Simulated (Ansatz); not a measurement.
# Ni: strong compression

An exercise on one series of results from a longer session: the logs are not shown, and one member is left open.

Computed with Ansatz 0.2.0 (DFT, LDA, PAW with Ansatz's default frozen-core files, scalar-relativistic, unless a step's input says otherwise).

1 further run of the same task is left out (set aside as unsound or not needed). Runs told in other sessions of the task aren't counted.

### The starting structure

The structure is cubic, space group Im-3m (No. 229). Conventional cell: a = 2.718 Å, b = 2.718 Å, c = 2.718 Å, α = 90.00°, β = 90.00°, γ = 90.00°. Ni (site symmetry m-3m) is surrounded by 8 Ni at 2.35 Å.

As a file:

```cif
data_structure
_symmetry_space_group_name_H-M 'P 1'
_symmetry_Int_Tables_number 1
_cell_length_a 2.3542
_cell_length_b 2.3542
_cell_length_c 2.3542
_cell_angle_alpha 109.471
_cell_angle_beta 109.471
_cell_angle_gamma 109.471
_cell_volume 10.04
loop_
_atom_site_label
_atom_site_type_symbol
_atom_site_fract_x
_atom_site_fract_y
_atom_site_fract_z
_atom_site_occupancy
Ni1 Ni 0.00000 0.00000 0.00000 1
```

Whether this phase is the stable one at these pressures isn't tested.

Set-up of the first run:

Contents of input.yaml:

```yaml
crystal:
  lattice:
    - [-1.3591964688, 1.3591964688, 1.3591964688]
    - [1.3591964688, -1.3591964688, 1.3591964688]
    - [1.3591964688, 1.3591964688, -1.3591964688]
  atoms:
    - { symbol: Ni, position: [0.0, 0.0, 0.0], spin: 1.0 }
magnetization:
  spin_polarized: true
kpoints:
  mp_grid: { grid: [22, 22, 22] }
scf:
  occupations: { method: fermi_dirac, width: 0.1 }
hamiltonian:
  xc: lda
  pseudopotentials: { kind: paw }
output:
  forces: true
  stress: true
relax:
  f_tol: 0.005
  max_steps: 40
  cell: {}
```

Started as:

```bash
$ ansatz run input.yaml --threads 1 --pin off --max-ram 3072MiB --backend cpu --events-out ev --progress --plain --runs-dir out
```

Among the steps run: Cell relaxed at zero pressure, PAW; Volume scaled by 1, PAW; Volume scaled by 0.88, PAW; Volume scaled by 0.78, PAW; Volume scaled by 0.68, PAW; Volume scaled by 0.58, PAW; Volume scaled by 0.5, PAW; Volume scaled by 0.43, PAW.

One of the session's tables, all rows but one given; the rest of the session is left out.

```
method  volume over the first  volume (Å³/atom)  pressure (GPa)
   PAW                      1            10.084            0.01
   PAW                   0.88             8.874           42.81
   PAW                   0.78             7.866          111.60
   PAW                   0.68             6.857          239.70
   PAW                   0.58             5.849          490.24
   PAW                    0.5                 ?               ?
   PAW                   0.43             4.336         1475.70
```

**Question.** Estimate the row for PAW, 0.5.

As computed: volume (Å³/atom): 5.042; pressure (GPa): 873.99. In the column «volume (Å³/atom)» it lies between PAW, 0.43 (4.336) and PAW, 0.58 (5.849).

Caveats from the session: Other magnetic orders may lie lower; this is the state that the run reached. At pressures up to 1476 GPa the PAW spheres may overlap and frozen cores may not hold, so those PAW values are rough without an all-electron check. Warnings in the runs' records: seeded moment not kept.
